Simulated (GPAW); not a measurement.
# Ge2Sb2Te5 (Cm) in GPAW: equation of state with LDA

Aim: the equation of state of Ge2Sb2Te5 with LDA.

Everything below comes from runs of GPAW 26.7.0. Logs are shortened: lines on timing, memory, paths and dates and some standing lists are left out, and cuts for length are marked. The log counts tension as positive stress, the text compression.

### Step 1. The structure

The structure is monoclinic, space group Cm (No. 8). The conventional cell has a = 13.678 Å, b = 6.132 Å, c = 9.672 Å, α = 90.00°, β = 134.93°, γ = 90.00°. Te (site symmetry m) has 2 Ge at 2.85 to 3.19 Å and 3 Sb at 3.07 to 3.14 Å as nearest neighbours. Around Te (site symmetry m) lie 2 Sb at 2.95 to 3.20 Å and 3 Ge at 3.07 to 3.08 Å. Around Te (site symmetry m) lie 3 Ge at 2.82 to 3.07 Å and 2 Sb at 3.14 to 3.19 Å. Around Te (site symmetry m) lie 2 Ge at 2.95 to 3.00 Å and 2 Sb at 3.02 to 3.06 Å. Te (site symmetry m) is surrounded by 3 Sb at 2.98 to 3.07 Å and 2 Ge at 3.05 to 3.20 Å. Sb (site symmetry m) has 6 Te at 2.95 to 3.19 Å as nearest neighbours. Around Sb (site symmetry m) lie 6 Te at 2.98 to 3.20 Å. Ge (site symmetry m) has 6 Te at 2.82 to 3.19 Å as nearest neighbours.

The cell comes from a database or a generator and needn't be the stable form of this composition.

### Step 2. Equation of state, LDA

run.py

```python
from ase import Atoms
from ase.eos import EquationOfState
from ase.io import Trajectory
from ase.units import GPa
from ase.parallel import parprint
from gpaw import GPAW, PW

atoms = Atoms(['Te', 'Te', 'Te', 'Te', 'Te', 'Sb', 'Sb', 'Ge', 'Ge'],
              cell=[[6.839136, -3.066006, 0.0],
                    [6.839136, 3.066006, 0.0],
                    [-6.830977, 0.0, 6.847609]],
              scaled_positions=[[0.594702, 0.594702, 0.386433],
                                [0.795288, 0.795288, 0.196112],
                                [0.008324, 0.008324, 0.006435],
                                [0.206519, 0.206519, 0.809803],
                                [0.399959, 0.399959, 0.597118],
                                [0.901708, 0.901708, 0.587873],
                                [0.11187, 0.11187, 0.417352],
                                [0.284287, 0.284287, 0.18783],
                                [0.497343, 0.497343, 0.011044]],
              pbc=True)

traj = Trajectory('eos.traj', 'w')
volumes, energies = [], []
for x in [0.94, 0.96, 0.98, 1.0, 1.02, 1.04, 1.06]:
    a = atoms.copy()
    a.set_cell(atoms.cell * x**(1 / 3), scale_atoms=True)
    calc = GPAW(mode=PW(600),
                xc='LDA',
                kpts={'size': (4, 4, 3), 'gamma': True},
                occupations={'name': 'fermi-dirac', 'width': 0.05},
                nbands=56,
                convergence={'density': 1e-05, 'energy': 1e-05},
                maxiter=150,
                txt=f'eos-{x:.2f}.txt')
    a.calc = calc
    energies.append(a.get_potential_energy(force_consistent=True))
    volumes.append(a.get_volume())
    p = -a.get_stress()[:3].mean() / GPa
    calc.write(f'eos-{x:.2f}.gpw')
    traj.write(a)
    parprint(f'{x:.2f} {volumes[-1]:10.4f} A^3 {energies[-1]:14.6f} eV {p:9.3f} GPa', flush=True)

v0, e0, B = EquationOfState(volumes, energies, eos='birchmurnaghan').fit()
parprint(f'V0 = {v0:.4f} A^3, E0 = {e0:.6f} eV, B0 = {B / GPa:.2f} GPa')
```

Potentials or basis: the program's PAW data sets (release 1.2.1) made for this functional, pw.

On the command line:

```console
OMP_NUM_THREADS=1 mpirun -n 4 gpaw python run.py
```

Log:

```text
__  _  _
 | _ |_)|_||  |
 |__||  | ||/\| - 26.7.0

Input parameters:
  mode=PW(ecut=600.0),
  convergence={'density': 1e-05, 'energy': 1e-05},
  kpts=MonkhorstPack(size=(4, 4, 3), gamma=True),
  maxiter=150,
  nbands=56,
  occupations=Occupations(name='fermi-dirac', width=0.05),
  xc=XC(name='LDA')

Diagonalizing LCAO Hamiltonian
Converting LCAO to pw mode

       Te
                 Te              Sb

          Sb              Te

                    Ge              Te
              Te             Ge

Atoms  # Å, Bohr magnetons
|   | symbol |         x |         y |        z |    initial magnetic moments |
|---|--------|-----------|-----------|----------|-----------------------------|
| 0 |     Te |  5.382611 | -0.000000 | 2.592124 | ( 0.0000,  0.0000,  0.0000) |
| 1 |     Te |  9.343811 | -0.000000 | 1.315485 | ( 0.0000,  0.0000,  0.0000) |
| 2 |     Te |  0.068474 | -0.000000 | 0.043165 | ( 0.0000,  0.0000,  0.0000) |
| 3 |     Te | -2.651664 |  0.000000 | 5.432015 | ( 0.0000,  0.0000,  0.0000) |
| 4 |     Te |  1.363436 | -0.000000 | 4.005362 | ( 0.0000,  0.0000,  0.0000) |
| 5 |     Sb |  8.148256 | -0.000000 | 3.943348 | ( 0.0000,  0.0000,  0.0000) |
| 6 |     Sb | -1.293772 |  0.000000 | 2.799523 | ( 0.0000,  0.0000,  0.0000) |
| 7 |     Ge |  2.552304 | -0.000000 | 1.259930 | ( 0.0000,  0.0000,  0.0000) |
| 8 |     Ge |  6.590020 | -0.000000 | 0.074081 | ( 0.0000,  0.0000,  0.0000) |

Unit cell  # Å
| periodic |         x |         y |        z |  lengths |     angles |
|----------|-----------|-----------|----------|----------|------------|
|      yes |  6.699523 | -3.003417 | 0.000000 | 7.341942 | 130.124446 |
|      yes |  6.699523 |  3.003417 | 0.000000 | 7.341942 | 130.124446 |
|      yes | -6.691530 |  0.000000 | 6.707823 | 9.474780 |  48.293685 |

Number of symmetries: 2
Symmetry operations  # r_c * U_cc + t_c -> r_c
|   | kind |            matrix            |
|---|------|------------------------------|
| 0 |  E   |  1, 0, 0,  0, 1, 0,  0, 0, 1 |
| 1 |  σ   |  0, 1, 0,  1, 0, 0,  0, 0, 1 |

BZ-sampling:
  Number of BZ points: 48
  Number of IBZ points: 17

  Monkhorst-Pack size: [4, 4, 3]
  Monkhorst-Pack shift: [0.125, 0.125, 0.0]

K-points  # in reciprocal-cell coordinates
|     |                                coordinates |     weight |
|-----|--------------------------------------------|------------|
|   0 | (  0.00000000,   0.00000000,   0.00000000) | 0.02083333 |
|   1 | (  0.00000000,   0.00000000,   0.33333333) | 0.04166667 |
|   2 | (  0.25000000,  -0.25000000,   0.00000000) | 0.04166667 |
|   3 | (  0.25000000,  -0.25000000,   0.33333333) | 0.08333333 |
|   4 | (  0.25000000,   0.00000000,  -0.33333333) | 0.08333333 |
|   5 | (  0.25000000,   0.00000000,   0.00000000) | 0.08333333 |
|   6 | (  0.25000000,   0.00000000,   0.33333333) | 0.08333333 |
|   7 | (  0.25000000,   0.25000000,  -0.33333333) | 0.04166667 |
|   8 | (  0.25000000,   0.25000000,   0.00000000) | 0.04166667 |
|   9 | (  0.25000000,   0.25000000,   0.33333333) | 0.04166667 |
| ... |                                            |            |
|  16 | (  0.50000000,   0.50000000,   0.33333333) | 0.04166667 |

Plane wave coefficients: 9031
Cutoff: 600.0 eV

Spin-components: 1 (collinear spins)
Bands:           56
Projectors:      47
Spin-degeneracy: 2
Datatype:        complex128

Parallelization:
  kpt:    4
  domain: 1
  band:   1

Density:
  Valence electrons: 68.0
  Components: 1
  Grid points: [42 42 54]
  Charge: 0.0  # |e|

Potential:
  Grid points: [42 42 54]

species:
  Te:
    name:    Tellurium
    Z:       52.0
    valence: 6
    core:    46
    charge:  0.0  # [|e|]
    compensation charges:
      type: gauss
      rc: 0.36  # [Å]
      lmax: 2
    cutoffs:
      filter: 2.09  # [Å]
      core: 3.17  # [Å]
    projectors
    | kind |    occ | energy [eV] | rcut [Å] |
    |------|--------|-------------|----------|
    |   5s |  2.000 |     -15.337 |    1.180 |
    |   5p |  4.000 |      -6.113 |    1.196 |
    |    s |        |      11.875 |    1.180 |
    |    p |        |      21.098 |    1.196 |
    |    d |        |       0.000 |    1.238 |

    Using partial waves for Te as LCAO basis

  Sb:
    name:    Antimony
    Z:       51.0
    valence: 15
    core:    36
    charge:  0.0  # [|e|]
    compensation charges:
      type: gauss
      rc: 0.36  # [Å]
      lmax: 2
    cutoffs:
      filter: 2.23  # [Å]
      core: 2.23  # [Å]
    projectors
    | kind |    occ | energy [eV] | rcut [Å] |
    |------|--------|-------------|----------|
    |   5s |  2.000 |     -13.069 |    1.154 |
    |   5p |  3.000 |      -4.994 |    1.233 |
    |   4d | 10.000 |     -33.564 |    1.196 |
    |    s |        |      14.142 |    1.154 |
    |    p |        |      22.217 |    1.233 |
    |    d |        |      -6.353 |    1.196 |

    Using partial waves for Sb as LCAO basis

  Ge:
    name:    Germanium
    Z:       32.0
    valence: 4
    core:    28
    charge:  0.0  # [|e|]
    compensation charges:
      type: gauss
      rc: 0.32  # [Å]
      lmax: 2
    cutoffs:
      filter: 1.77  # [Å]
      core: 3.42  # [Å]
    projectors
    | kind |    occ | energy [eV] | rcut [Å] |
    |------|--------|-------------|----------|
    |   4s |  2.000 |     -11.940 |    1.005 |
    |   4p |  2.000 |      -4.047 |    1.005 |
    |    s |        |      15.272 |    1.005 |
    |    p |        |      23.164 |    1.005 |
    |    d |        |       0.000 |    1.005 |

    Using partial waves for Ge as LCAO basis

Reference energy: -1389487.988757  # eV

eigensolver:
  PPCG
  Converge bands: occupied
  niter=2

density mixing:
  MSR1-Mixer
  Pratt-step length: 0.05
  Maximum mixing coefficient: 0.75
  Old densities: 10
  SVD Regularization: 0.005
  Good broyden scale: 1.0
  Trust region scale: 1.0
  Backstep threshold: 4.0
  History deletion threshold: 6.0
  Fourier metric: weight=20.0, sigma=0.015

occupation numbers:
  Fermi-Dirac:
    width: 0.0500  # eV

poisson solver:
  ecut: 4800.0  # eV

xc functional:
  name: None

convergence criteria:
- Maximum integral of absolute [dens]ity change: 1e-05 electrons / valence electron
- Maximum [total energy] change in last 3 cyles: 1e-05 eV / valence electron
- Maximum integral of absolute [eigenst]ate change: 4e-08 eV^2 / valence electron
maximum number of iterations: 150

SCF iterations
|iter     | |      energy | eigst |  dens |
|---------|-|-------------|-------|-------|
|iter:   1| |  -40.622469 | +0.62 |       |
|iter:   2| |  -40.667841 | -1.06 | -1.36 |
|iter:   3| |  -40.508805 | -2.21 | -1.42 |
|iter:   4| |  -40.466618 | -2.76 | -1.68 |
|iter:   5| |  -40.463064 | -3.57 | -2.18 |
|iter:   6| |  -40.462446 | -4.27 | -2.64 |
|iter:   7| |  -40.462308 | -5.12 | -3.03 |
|iter:   8| |  -40.462290c| -6.14 | -3.50 |
|iter:   9| |  -40.462292c| -7.05 | -3.90 |
|iter:  10| |  -40.462290c| -7.58c| -4.33 |
|iter:  11| |  -40.462289c| -8.02c| -4.72 |
|iter:  12| |  -40.462290c| -8.11c| -5.20c|

Converged in 12 steps
Energy contributions relative to reference atoms: (reference = -1389487.988757)

Energy contributions:
  Kinetic:          49.065865
  Coulomb:         -49.521605
  Zero:              0.901604
  External:          0.000000
  Xc:              -40.901977
  Entropy:          -0.012355
  Spinorbit:         0.000000
  ----------------------------
  Free energy:     -40.468467
  Extrapolated:    -40.462290

dipole moment: (-4.875824, -0.000000, -48.898214)  # |e|*Ang

Fermi level: 5.629
Eigenvalues  # (at kpt = [0.000, 0.000, 0.000])
| band index |      eig [eV] | occ [0-2] |
|------------|---------------|-----------|
|          0 |       -23.654 |     2.000 |
|        ... |               |           |
|         26 |         2.697 |     2.000 |
|         27 |         3.806 |     2.000 |
|         28 |         4.014 |     2.000 |
|         29 |         4.043 |     2.000 |
|         30 |         4.749 |     2.000 |
|         31 |         4.992 |     2.000 |
[... 8 lines left out ...]
|         40 |         9.801 |     0.000 |
|         41 |         9.856 |     0.000 |
|        ... |               |           |
|         55 |        13.005 |     0.000 |

Gap: 0.070 eV
Transition (v -> c):
  (s=0, k=10, n=33, [0.50, 0.00, 0.00]) -> (s=0, k=10, n=34, [0.50, 0.00, 0.00])
No difference between direct/indirect transitions

Stress tensor  # eV/Ang^3
|        x |        y |        z |
|----------|----------|----------|
| 0.006795 | 0.000000 | 0.000672 |
| 0.000000 | 0.007931 | 0.000000 |
| 0.000672 | 0.000000 | 0.006240 |

# Writing to eos-0.94.gpw (mode='')
```

It took 8.4 min on 4 MPI ranks of Arm Neoverse V2, shared host; peak memory 0.8 GiB.

What came out:

```
Equilibrium volume                        : 29.38 Å³/atom (rough: see the caveat)
Bulk modulus at fixed shape and positions : 56 GPa (rough)
```

Energy against volume, from the lowest point:
```
volume (Å³/atom)  energy (meV/atom)
          29.994               0.00
          30.632               6.45
          31.270              16.72
          31.908              30.39
          32.546              47.07
          33.184              66.43
          33.823              88.15
```

Caveat: the minimum lies outside the volumes run; the cell was scaled at fixed shape and fractional positions, which overstates the stiffness of a crystal with free parameters, most of all of layers and chains. Spin-orbit coupling is left out, which matters for the levels of Sb, Te.
